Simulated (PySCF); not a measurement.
# C₅H₁₀F₂: magnetic properties

What do calculations give for the magnetic properties of C₅H₁₀F₂ (`CC(C)(CF)CF`)?

Programs: PySCF 2.14.0, with routines of our own; each step states its level. All values are computed. Atoms count from 0.

## 1. The system as given

17 atoms, charge 0, multiplicity 1; geometry from: GFN2-xTB.

## 2. Magnetic properties: GIAO PBE0/pcSseg-1

Job settings and geometry (Å):

```
{"job": {"kind": "mag", "xc": "PBE0", "basis": "pcSseg-1", "isotopologues": 2}, "charge": 0, "multiplicity": 1}
C     -0.713346     1.330550    -0.352662
C     -0.034284     0.003440    -0.010376
C     -1.020055    -1.158234    -0.144102
C      1.150627    -0.203986    -0.962152
F      1.751230    -1.419893    -0.740523
C      0.490285     0.042850     1.430495
F      1.326165     1.117238     1.618137
H     -0.017692     2.156687    -0.227273
H     -1.066517     1.325577    -1.380934
H     -1.564186     1.494544     0.304012
H     -0.526696    -2.102886     0.071061
H     -1.413322    -1.198771    -1.156860
H     -1.851688    -1.034861     0.545326
H      1.916917     0.561369    -0.805806
H      0.823345    -0.202073    -2.006294
H     -0.329507     0.155299     2.146455
H      1.071725    -0.854819     1.661585
```

With the program's defaults for keys left out, this is: GIAO PBE0/pcSseg-1 magnetisability, rotational g tensor and spin-rotation constants, non-relativistic, gas phase.

Command:

```sh
$ OMP_NUM_THREADS=1 python excited_run.py task.json out
```

This one command runs all jobs of the session in turn.

The log of the run:

```text
coarse grid: 13808 points
cycle   1  E = -395.6380891003  dE =  6.070e-01  |g| = 6.370e-01  |ddm| = 3.357e+00
cycle   2  E = -395.5995596153  dE =  3.853e-02  |g| = 8.432e-01  |ddm| = 1.066e+00
cycle   3  E = -395.7091518037  dE = -1.096e-01  |g| = 6.928e-02  |ddm| = 6.390e-01
cycle   4  E = -395.7098986914  dE = -7.469e-04  |g| = 3.242e-02  |ddm| = 7.370e-02
cycle   5  E = -395.7101384212  dE = -2.397e-04  |g| = 4.850e-03  |ddm| = 3.334e-02
cycle   6  E = -395.7101429879  dE = -4.567e-06  |g| = 1.847e-03  |ddm| = 5.444e-03
final grid: 132968 points
cycle   7  E = -395.7671221596  dE = -6.941e-05  |g| = 9.996e-03  |ddm| = 4.029e-02
cycle   8  E = -395.7671065014  dE =  1.566e-05  |g| = 1.352e-02  |ddm| = 2.106e-02
cycle   9  E = -395.7671458131  dE = -3.931e-05  |g| = 1.291e-03  |ddm| = 1.168e-02
cycle  10  E = -395.7671460734  dE = -2.603e-07  |g| = 3.011e-04  |ddm| = 1.200e-03
cycle  11  E = -395.7671460877  dE = -1.427e-08  |g| = 5.741e-05  |ddm| = 2.369e-04
cycle  12  E = -395.7671460883  dE = -5.971e-10  |g| = 2.489e-05  |ddm| = 5.797e-05
converged SCF energy = -395.7671460883

Magnetisability tensor (1e-30 J/T^2)
    -1194.01      -10.13      -18.22
      -10.13    -1287.38        4.92
      -18.22        4.92    -1132.57
isotropic -1204.65   principal values   -1288.52  -1198.20  -1127.23
isotropic susceptibility -72.546 1e-6 cm^3/mol

Inertial axes            a          b          c
rot. const./GHz      2.8389     2.2567     1.7569
chi total           -72.677    -72.158    -72.803
chi diamagnetic    -530.394   -608.437   -746.257
chi paramagnetic    457.717    536.279    673.454
quadrupole/D A       -5.206     -0.636      5.843
g nuclear            0.6075     0.5628     0.5488
g electronic        -0.6105    -0.5686    -0.5558
g total             -0.0029    -0.0057    -0.0071

Spin-rotation constants (kHz, H = +C I.J)
atom  isotope        aa         bb         cc
  4    19F        0.690      0.486      0.488
  6    19F        0.689      0.487      0.489
  7     1H       -0.195     -0.158     -0.102
  8     1H       -0.198     -0.157     -0.130
  9     1H       -0.196     -0.145     -0.133
 10     1H       -0.195     -0.159     -0.102
 11     1H       -0.196     -0.145     -0.132
 12     1H       -0.197     -0.157     -0.131
 13     1H       -0.166     -0.067     -0.079
 14     1H       -0.117     -0.126     -0.089
 15     1H       -0.117     -0.126     -0.089
 16     1H       -0.167     -0.068     -0.078
  0    13C*       0.399      0.343      0.251
  1    13C*       0.489      0.401      0.309
  3    13C*       0.720      0.556      0.426
* in the singly substituted isotopologue

Isotopologues: g along a, b, c
2H    at 7,8,9,10,11,12    -0.0026    -0.0050    -0.0066
13C   at 0                 -0.0028    -0.0057    -0.0071
```

Wall time 39 s (1 thread of Arm Neoverse N1, shared host); peak memory 0.78 GiB.

Key values:

```
              quantity                      value
       magnetisability           -1205·10⁻³⁰ J/T²
  molar susceptibility         -72.5·10⁻⁶ cm³/mol
rotational g (a, b, c)  -0.0029, -0.0057, -0.0071
```

## 3. Magnetic properties: GIAO KT1/cc-pVDZ

The job, as its differences from that of step 2:

```diff
@@ -1,2 +1,2 @@
-{"job": {"kind": "mag", "xc": "PBE0", "basis": "pcSseg-1", "isotopologues": 2}, "charge": 0, "multiplicity": 1}
+{"job": {"kind": "mag", "xc": "KT1", "basis": "cc-pVDZ", "scf": {"level_shift": 0.2, "aux": "def2-qzvpp-jkfit"}}, "charge": 0, "multiplicity": 1}
 C     -0.713346     1.330550    -0.352662
```

With the program's defaults for keys left out, this is: GIAO KT1/cc-pVDZ magnetisability, rotational g tensor and spin-rotation constants, non-relativistic, gas phase.

The log of the run:

```text
final grid: 132968 points
cycle   1  E = -400.5157234366  dE =  5.583e-01  |g| = 7.296e-01  |ddm| = 6.993e+00
cycle   2  E = -400.4651239780  dE =  5.060e-02  |g| = 9.786e-01  |ddm| = 2.228e+00
cycle   3  E = -400.6089410104  dE = -1.438e-01  |g| = 1.715e-01  |ddm| = 9.205e-01
cycle   4  E = -400.6146918302  dE = -5.751e-03  |g| = 3.305e-02  |ddm| = 2.608e-01
cycle   5  E = -400.6149363340  dE = -2.445e-04  |g| = 4.967e-03  |ddm| = 7.486e-02
cycle   6  E = -400.6149411364  dE = -4.802e-06  |g| = 2.715e-03  |ddm| = 1.314e-02
cycle   7  E = -400.6149425348  dE = -1.398e-06  |g| = 7.365e-04  |ddm| = 4.236e-03
cycle   8  E = -400.6149426303  dE = -9.557e-08  |g| = 1.189e-04  |ddm| = 1.115e-03
cycle   9  E = -400.6149426339  dE = -3.538e-09  |g| = 2.587e-05  |ddm| = 2.661e-04
cycle  10  E = -400.6149426341  dE = -2.025e-10  |g| = 1.191e-05  |ddm| = 8.177e-05
level shift removed, Fock matrix diagonalised once more
converged SCF energy = -400.6149426341

Magnetisability tensor (1e-30 J/T^2)
    -1171.95       -9.73      -19.50
       -9.73    -1265.77        3.57
      -19.50        3.57    -1106.91
isotropic -1181.55   principal values   -1266.79  -1176.56  -1101.29
isotropic susceptibility -71.154 1e-6 cm^3/mol

Inertial axes            a          b          c
rot. const./GHz      2.8389     2.2567     1.7569
chi total           -71.337    -70.854    -71.272
chi diamagnetic    -530.778   -608.258   -745.085
chi paramagnetic    459.442    537.404    673.813
quadrupole/D A       -4.006     -0.393      4.398
g nuclear            0.6075     0.5628     0.5488
g electronic        -0.6128    -0.5698    -0.5562
g total             -0.0052    -0.0069    -0.0074

Spin-rotation constants (kHz, H = +C I.J)
atom  isotope        aa         bb         cc
  4    19F        0.911      0.629      0.639
  6    19F        0.910      0.630      0.639
  7     1H       -0.197     -0.159     -0.104
  8     1H       -0.201     -0.158     -0.133
  9     1H       -0.198     -0.146     -0.137
 10     1H       -0.197     -0.160     -0.104
 11     1H       -0.199     -0.146     -0.136
 12     1H       -0.200     -0.158     -0.133
 13     1H       -0.164     -0.066     -0.079
 14     1H       -0.116     -0.126     -0.089
 15     1H       -0.115     -0.127     -0.090
 16     1H       -0.165     -0.067     -0.078
  0    13C*       0.350      0.304      0.220
  1    13C*       0.455      0.373      0.286
  3    13C*       0.654      0.501      0.382
* in the singly substituted isotopologue
```

Run time: 44 s. Hardware: 1 thread of Arm Neoverse N1, shared host; peak memory 0.55 GiB.

Key values:

```
              quantity                      value
       magnetisability           -1182·10⁻³⁰ J/T²
  molar susceptibility         -71.2·10⁻⁶ cm³/mol
rotational g (a, b, c)  -0.0052, -0.0069, -0.0074
```

## 4. The levels compared

```
             level  ξ (10⁻³⁰ J/T²)     g(a)     g(b)  gap (eV)  functions  time
GIAO PBE0/pcSseg-1           -1205  -0.0029  -0.0057     10.27        169  39 s
  GIAO KT1/cc-pVDZ           -1182  -0.0052  -0.0069      7.79        148  44 s
```

## 5. Results

```
                                           quantity                      value
       magnetisability (step 2, GIAO PBE0/pcSseg-1)           -1205·10⁻³⁰ J/T²
  molar susceptibility (step 2, GIAO PBE0/pcSseg-1)         -72.5·10⁻⁶ cm³/mol
rotational g (a, b, c) (step 2, GIAO PBE0/pcSseg-1)  -0.0029, -0.0057, -0.0071
                    magnetisability over the levels  -1205 to -1182·10⁻³⁰ J/T²
```

**Reading.** The magnetisability spreads by 1.9 % over 2 levels of like cost. Two levels can agree by chance, so this spread shows no convergence. Vibrational averaging and real surroundings are missing from these values.
